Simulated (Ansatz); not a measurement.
# CuTe: the cost of one run

Method: DFT PBEsol+U (U = 5 eV, J = 0.9 eV on Cu d, around-mean-field double counting), plane waves, PAW, in Ansatz 0.2.0.

**1. The structure to begin with**

The structure is orthorhombic, space group Pmmn (No. 59). The conventional cell has a = 3.100 Å, b = 4.020 Å, c = 6.860 Å, α = 90.00°, β = 90.00°, γ = 90.00°. Around Cu (site symmetry mm2) lie 4 Te at 2.54 to 2.73 Å and 4 Cu at 2.63 Å. Te (site symmetry mm2) has 4 Cu at 2.54 to 2.73 Å as nearest neighbours.

Coordinates:

```
CELL_PARAMETERS angstrom
3.10000 0.00000 0.00000
0.00000 4.02000 0.00000
0.00000 0.00000 6.86000
ATOMIC_POSITIONS crystal
Cu 0.00000 0.50000 0.44900
Cu 0.50000 0.00000 0.55100
Te 0.00000 0.00000 0.22300
Te 0.50000 0.50000 0.77700
```

Magnetic order typed: ferromagnetic.

An earlier series on this cell reached its lowest free state from «random orbitals: fully mixed, first filling», perhaps among other starts.

**2. Random orbitals: single harmonics, second filling**

Contents of input.yaml:

```yaml
crystal:
  lattice:
    - [3.09999976, 0.0, 0.0]
    - [0.0, 4.01999969, 0.0]
    - [0.0, 0.0, 6.85999947]
  atoms:
    - { symbol: Cu, position: [0.0, 0.5, 0.449], spin: 1.0, spin_axis: [0.57735, 0.57735, 0.57735] }
    - { symbol: Cu, position: [0.5, 0.0, 0.551], spin: 1.0, spin_axis: [0.57735, 0.57735, 0.57735] }
    - { symbol: Te, position: [0.0, 0.0, 0.223] }
    - { symbol: Te, position: [0.5, 0.5, 0.777] }
basis:
  ecutwfc: 420
  ecutrho_ratio: 4
kpoints:
  mp_grid: { grid: [6, 5, 3] }
hamiltonian:
  xc: pbesol
  hubbard:
    sites:
      - { site: 0, l: d, u: 5.0, j: 0.9, starting_ns: [{ occupation_matrix: s0 }] }
      - { site: 1, l: d, u: 5.0, j: 0.9, starting_ns: [{ occupation_matrix: s1 }] }
    double_counting: amf
    occupation_matrices:
      s0:
        spinor_matrix:
          - [[0.97, 0.0], [0.0, 0.0], [0.0, 0.0], [0.0, 0.0], [0.0, 0.0], [0.0, 0.0], [0.0, 0.0], [0.0, 0.0], [0.0, 0.0], [0.0, 0.0]]
          - [[0.0, 0.0], [0.76924, 0.0], [0.0, 0.0], [0.0, 0.0], [0.0, 0.0], [0.0, 0.0], [0.27424, -0.27424], [0.0, 0.0], [0.0, 0.0], [0.0, 0.0]]
          - [[0.0, 0.0], [0.0, 0.0], [0.97, 0.0], [0.0, 0.0], [0.0, 0.0], [0.0, 0.0], [0.0, 0.0], [0.0, 0.0], [0.0, 0.0], [0.0, 0.0]]
          - [[0.0, 0.0], [0.0, 0.0], [0.0, 0.0], [0.97, 0.0], [0.0, 0.0], [0.0, 0.0], [0.0, 0.0], [0.0, 0.0], [0.0, 0.0], [0.0, 0.0]]
          - [[0.0, 0.0], [0.0, 0.0], [0.0, 0.0], [0.0, 0.0], [0.97, 0.0], [0.0, 0.0], [0.0, 0.0], [0.0, 0.0], [0.0, 0.0], [0.0, 0.0]]
          - [[0.0, 0.0], [0.0, 0.0], [0.0, 0.0], [0.0, 0.0], [0.0, 0.0], [0.97, 0.0], [0.0, 0.0], [0.0, 0.0], [0.0, 0.0], [0.0, 0.0]]
          - [[0.0, 0.0], [0.27424, 0.27424], [0.0, 0.0], [0.0, 0.0], [0.0, 0.0], [0.0, 0.0], [0.22076, 0.0], [0.0, 0.0], [0.0, 0.0], [0.0, 0.0]]
          - [[0.0, 0.0], [0.0, 0.0], [0.0, 0.0], [0.0, 0.0], [0.0, 0.0], [0.0, 0.0], [0.0, 0.0], [0.97, 0.0], [0.0, 0.0], [0.0, 0.0]]
          - [[0.0, 0.0], [0.0, 0.0], [0.0, 0.0], [0.0, 0.0], [0.0, 0.0], [0.0, 0.0], [0.0, 0.0], [0.0, 0.0], [0.97, 0.0], [0.0, 0.0]]
          - [[0.0, 0.0], [0.0, 0.0], [0.0, 0.0], [0.0, 0.0], [0.0, 0.0], [0.0, 0.0], [0.0, 0.0], [0.0, 0.0], [0.0, 0.0], [0.97, 0.0]]
      s1:
        spinor_matrix:
          - [[0.97, 0.0], [0.0, 0.0], [0.0, 0.0], [0.0, 0.0], [0.0, 0.0], [0.0, 0.0], [0.0, 0.0], [0.0, 0.0], [0.0, 0.0], [0.0, 0.0]]
          - [[0.0, 0.0], [0.76924, 0.0], [0.0, 0.0], [0.0, 0.0], [0.0, 0.0], [0.0, 0.0], [0.27424, -0.27424], [0.0, 0.0], [0.0, 0.0], [0.0, 0.0]]
          - [[0.0, 0.0], [0.0, 0.0], [0.97, 0.0], [0.0, 0.0], [0.0, 0.0], [0.0, 0.0], [0.0, 0.0], [0.0, 0.0], [0.0, 0.0], [0.0, 0.0]]
          - [[0.0, 0.0], [0.0, 0.0], [0.0, 0.0], [0.97, 0.0], [0.0, 0.0], [0.0, 0.0], [0.0, 0.0], [0.0, 0.0], [0.0, 0.0], [0.0, 0.0]]
          - [[0.0, 0.0], [0.0, 0.0], [0.0, 0.0], [0.0, 0.0], [0.97, 0.0], [0.0, 0.0], [0.0, 0.0], [0.0, 0.0], [0.0, 0.0], [0.0, 0.0]]
          - [[0.0, 0.0], [0.0, 0.0], [0.0, 0.0], [0.0, 0.0], [0.0, 0.0], [0.97, 0.0], [0.0, 0.0], [0.0, 0.0], [0.0, 0.0], [0.0, 0.0]]
          - [[0.0, 0.0], [0.27424, 0.27424], [0.0, 0.0], [0.0, 0.0], [0.0, 0.0], [0.0, 0.0], [0.22076, 0.0], [0.0, 0.0], [0.0, 0.0], [0.0, 0.0]]
          - [[0.0, 0.0], [0.0, 0.0], [0.0, 0.0], [0.0, 0.0], [0.0, 0.0], [0.0, 0.0], [0.0, 0.0], [0.97, 0.0], [0.0, 0.0], [0.0, 0.0]]
          - [[0.0, 0.0], [0.0, 0.0], [0.0, 0.0], [0.0, 0.0], [0.0, 0.0], [0.0, 0.0], [0.0, 0.0], [0.0, 0.0], [0.97, 0.0], [0.0, 0.0]]
          - [[0.0, 0.0], [0.0, 0.0], [0.0, 0.0], [0.0, 0.0], [0.0, 0.0], [0.0, 0.0], [0.0, 0.0], [0.0, 0.0], [0.0, 0.0], [0.97, 0.0]]
    ns_hold: until_converged
scf:
  occupations: { method: gaussian, width: 0.05 }
  lower_state_search: "off"
  max_iter: 150
output:
  forces: true
  stress: true
  eigenvalues: true
  populations: true
  hubbard: { sites: [{ site: 0, l: d }, { site: 1, l: d }] }
magnetization:
  noncollinear: true
  spin_orbit: true
```

The typed matrices put 0.97 on the chosen orbitals and 0.02 on the others, and are held until the SCF converges, then released. This run includes spin–orbit coupling.

Run with:

```bash
$ ansatz run input.yaml --threads 4 --pin off --max-ram 6144MiB --backend cpu --events-out ev --progress --plain --runs-dir out
```

What time and memory should one allow on 4 threads of Arm Neoverse V1, shared host?

About 2.8 min, with a peak of 1.4 GiB.
